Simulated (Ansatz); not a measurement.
**CHF2NSi: how energies converge with the basis set**

An exercise on one series of results from a longer session: the logs are not shown, and one member is left open.

Program: Ansatz 0.2.0, Gaussian basis. Level of theory: one geometry, several basis sets. These are calculated values, not measurements.

Plan: PBE0-D4/def2-SVP; ωB97M-V/def2-SVP; PBE0-D4/def2-QZVPP; ωB97M-V/def2-QZVPP; the functionals' def2-TZVPP values are taken from earlier runs.

### The geometry

An earlier PBE0-D4 in a triple-zeta def2 set relaxation fixed the geometry.

SMILES `FC1=N[SiH]1F`, 6 atoms, charge 0, spin multiplicity 1.

Atoms are counted from 1 here; the program's logs count them from 0.

Bond lengths: F1–C2 1.310 Å, C2–N3 1.274 Å, C2–Si4 1.750 Å, N3–Si4 1.761 Å, Si4–F5 1.581 Å, Si4–H6 1.467 Å. Angles: F1–C2–N3 127.5°, F1–C2–Si4 163.3°, N3–C2–Si4 69.1°, C2–N3–Si4 68.3°, C2–Si4–N3 42.5°, C2–Si4–F5 122.9°, C2–Si4–H6 127.1°, N3–Si4–F5 119.6°, N3–Si4–H6 122.6°, F5–Si4–H6 107.7°.

Coordinates:

| atom | x (Å) | y (Å) | z (Å) |
| --- | --- | --- | --- |
| F1 | 1.4657 | -1.6439 | 0.7862 |
| C2 | 0.5468 | -0.8163 | 0.3532 |
| N3 | -0.6443 | -1.0959 | -0.0017 |
| Si4 | -0.2945 | 0.6191 | -0.1904 |
| F5 | -0.1118 | 1.2235 | -1.6393 |
| H6 | -0.9199 | 1.6494 | 0.6457 |

The first run:

Input file in.yaml:

```yaml
crystal:
  periodic: [false, false, false]
  atoms:
    - {symbol: F, position_ang: [1.465742, -1.643887, 0.786242]}
    - {symbol: C, position_ang: [0.546811, -0.816336, 0.353218]}
    - {symbol: N, position_ang: [-0.644301, -1.095940, -0.001736]}
    - {symbol: Si, position_ang: [-0.294483, 0.619113, -0.190424]}
    - {symbol: F, position_ang: [-0.111779, 1.223550, -1.639335]}
    - {symbol: H, position_ang: [-0.919891, 1.649401, 0.645735]}
basis:
  gaussian: {orbitals: def2-SVP}
hamiltonian: {xc: pbe0, dispersion: d4}
output: {orbitals: {seedname: orbitals}}
```

The run is started by

```bash
$ ansatz run in.yaml --threads 2 --pin off --events-out ev --progress --plain --max-ram 4352MiB
```

Steps of the session up to this table: PBE0-D4 in def2-SVP; ωB97M-V in def2-SVP; PBE0-D4 in def2-QZVPP; ωB97M-V in def2-QZVPP.

One table of the session follows, with a row left open; its other results are not shown here.

It belongs to the step «Density functionals: the series». 

```
functional       basis  HOMO (eV)
   PBE0-D4    def2-SVP      -7.68
   PBE0-D4  def2-TZVPP      -7.79
   PBE0-D4  def2-QZVPP          ?
   ωB97M-V    def2-SVP      -9.92
   ωB97M-V  def2-TZVPP     -10.07
   ωB97M-V  def2-QZVPP     -10.11
```

**Question.** Estimate the row for PBE0-D4, def2-QZVPP.

The run gave: HOMO (eV): -7.83. In the column «HOMO (eV)» it lies between ωB97M-V, def2-SVP (-9.92) and PBE0-D4, def2-TZVPP (-7.79).
